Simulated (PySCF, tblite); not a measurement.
# C₆H₁₀SSi: geometry, infrared bands and NMR shifts

Wanted: the infrared bands and NMR shifts of C₆H₁₀SSi (`C=CCC(=C=S)[SiH2]C`), by calculation.

Computed with tblite 0.8.0 and PySCF 2.14.0, with density-fitted response routines of our own, on a single molecule in the gas phase. Atoms count from 0, in the outputs and in this text.

## (1) The starting structure

18 atoms, charge 0, multiplicity 1; geometry from: force field or distance geometry start.

Bonds of the start (Å): C0–C1 1.33, C1–C2 1.49, C2–C3 1.50, C3–C4 1.31, C4–S5 1.79, C3–Si6 1.83, Si6–C7 1.85, C0–H8 1.08, C0–H9 1.09, C1–H10 1.10, C2–H11 1.10, C2–H12 1.08, Si6–H13 1.48, Si6–H14 1.48, C7–H15 1.09, C7–H16 1.10, C7–H17 1.10.

## (2) Geometry optimisation with GFN2-xTB

What the job is given:

```
{"job": {"kind": "relax", "xc": "GFN2-xTB", "basis": "xTB"}, "charge": 0, "multiplicity": 1}
C      1.886700     1.620400     1.213600
C      1.728800     0.306700     1.037000
C      1.496700    -0.365400    -0.276700
C      0.146000    -1.025000    -0.336600
C     -0.068600    -2.274600     0.008100
S     -0.344600    -3.987300     0.468900
Si    -1.317400    -0.080800    -0.901600
C     -2.353600     0.506600     0.517900
H      1.824400     2.314700     0.383200
H      2.059100     2.038600     2.204900
H      1.809200    -0.350900     1.914400
H      1.591700     0.354800    -1.100100
H      2.274700    -1.104100    -0.429100
H     -0.852400     1.084500    -1.690800
H     -2.136900    -0.914500    -1.808500
H     -1.791000     1.150300     1.198300
H     -3.220000     1.076600     0.157500
H     -2.741600    -0.344200     1.101900
```

On the command line:

```console
> OMP_NUM_THREADS=1 python probes_run.py task.json out
```

This one command runs all jobs of the session in turn.

**Question.** This job is followed by: GFN2-xTB harmonic vibrations, gas phase; GIAO PBE0/pcSseg-1 NMR shielding, non-relativistic, gas phase. What will the session give for the following? strongest single infrared mode (GFN2-xTB); zero-point energy (GFN2-xTB); 13C shifts against TMS (PBE0/pcSseg-1); 1H shifts against TMS (PBE0/pcSseg-1, means over atoms taken as alike); 33S shifts against CS2 (PBE0/pcSseg-1); 29Si shifts against TMS (PBE0/pcSseg-1).

The runs gave:

```
                                                              quantity                                      value
                             strongest single infrared mode (GFN2-xTB)                      1887 cm⁻¹, 860 km/mol
                                          zero-point energy (GFN2-xTB)                              84.1 kcal/mol
                                13C shifts against TMS (PBE0/pcSseg-1)  244.5, 147.8, 121.5, 57.4, 37.5, -3.5 ppm
1H shifts against TMS (PBE0/pcSseg-1, means over atoms taken as alike)     6.23, 5.35, 5.25, 4.62, 2.84, 0.40 ppm
                                33S shifts against CS2 (PBE0/pcSseg-1)                                    213 ppm
                               29Si shifts against TMS (PBE0/pcSseg-1)                                  -20.2 ppm
```

What this shows: Relaxing lowered the energy by 1.056 eV in 96 steps; the close pair that moved most is C4–S5, from 1.795 to 1.565 Å. All 48 modes are real, so the xTB geometry is a minimum. The strongest single mode, at 1887 cm⁻¹, moves mainly C4 and C3. Unscaled tight-binding wavenumbers are off by several per cent, some by more. Its intensities can rank the bands wrongly. H10 (hydrogen on an alkene CH) lies farthest downfield among hydrogen, at 6.23 ppm; olefinic region. At PBE0/pcSseg-1: The widest tensor belongs to S5: span 477 ppm, with a paramagnetic part of -768 ppm.
